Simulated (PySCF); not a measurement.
# Phosphorus: the same states on changed settings

One table from this session's results is given with a row withheld; the runs are named, their logs left out.

Program: PySCF 2.14.0. Level of theory: unrestricted determinants in a Gaussian basis, no spin-orbit coupling in the energies. These are calculated values, not measurements, unless marked.

## The system

| Property | Result |
| --- | --- |
| Element | phosphorus (Z = 15) |
| Basis | cc-pVDZ-DK |
| Hamiltonian | scalar relativity by spin-free X2C-1e |
| State 1 | P(2+): [Ne] 3s2 3p1, 2P determinant |
| State 2 | P(3+): [Ne] 3s2, closed-shell 1S |
| Methods | UHF, LDA, PBE, MP2, CCSD(T) |
| Core shells frozen in the correlated runs | valence: [Ne] (for P(2+)) |

The outer shells:

P2+ [Ne] 3s2 3p1
```
[Ne] core
3s [↑↓]
3p [↑ ][  ][  ]
```

P3+ [Ne] 3s2
```
[Ne] core
3s [↑↓]
```

The sound run (cc-pVDZ-DK, the spin-free X2C one-electron Hamiltonian (Gaussian nucleus), symmetry-adapted start, fine grid, valence correlation) gave:

```tsv
species	method	energy (hartree)
P(2+)	UHF	-340.45437
P(2+)	LDA	-339.67578
P(2+)	PBE	-340.81047
P(2+)	MP2 (valence)	-340.49260
P(2+)	CCSD(T) (valence)	-340.51279
P(3+)	UHF	-339.36868
P(3+)	LDA	-338.56636
P(3+)	PBE	-339.69881
P(3+)	MP2 (valence)	-339.40051
P(3+)	CCSD(T) (valence)	-339.41646
```

One driver process ran all states and methods and kept the integrals in memory. Each run is shown as a PySCF script that sums up its settings (the driver passes frozen orbitals as a list and adds second-order terms of double hybrids); the logs are those of the runs themselves.

Set-up of the first run:

The driver's launch:

```bash
$ OMP_NUM_THREADS=1 python atomrun2.py TASK.json OUT
```

The input, input.py:

```python
from pyscf import gto, scf, dft, mp, cc
import basis_set_exchange as bse
mol = gto.M(atom="P 0 0 0", charge=2, spin=1, symmetry="D2h",
            basis=gto.basis.parse(bse.get_basis("cc-pVDZ-DK", elements=["P"], fmt="nwchem", header=False)),
            nucmod="G")
mf = scf.UHF(mol).sfx2c1e()
mf.irrep_nelec = {'Ag': (3, 3), 'B1u': (1, 1), 'B2u': (2, 1), 'B3u': (1, 1)}
mf.init_guess = "1e"
mf.max_cycle = 50
mf.kernel()
```

Steps of the session up to this table: Changed run, P(2+): the ladder of methods; Changed run, P(3+).

One table of the session follows, with a row left open; its other results are not shown here.

Ionisation energy of P(2+):

```
 method  sound run (eV)
    UHF          29.543
    LDA          30.189
    PBE          30.250
    MP2          29.717
SCS-MP2               ?
   CCSD          29.817
CCSD(T)          29.833
```

**Question.** Estimate the row for SCS-MP2.

**Answer.** sound run (eV): 29.698. In the column «sound run (eV)» it lies between UHF (29.543) and MP2 (29.717).
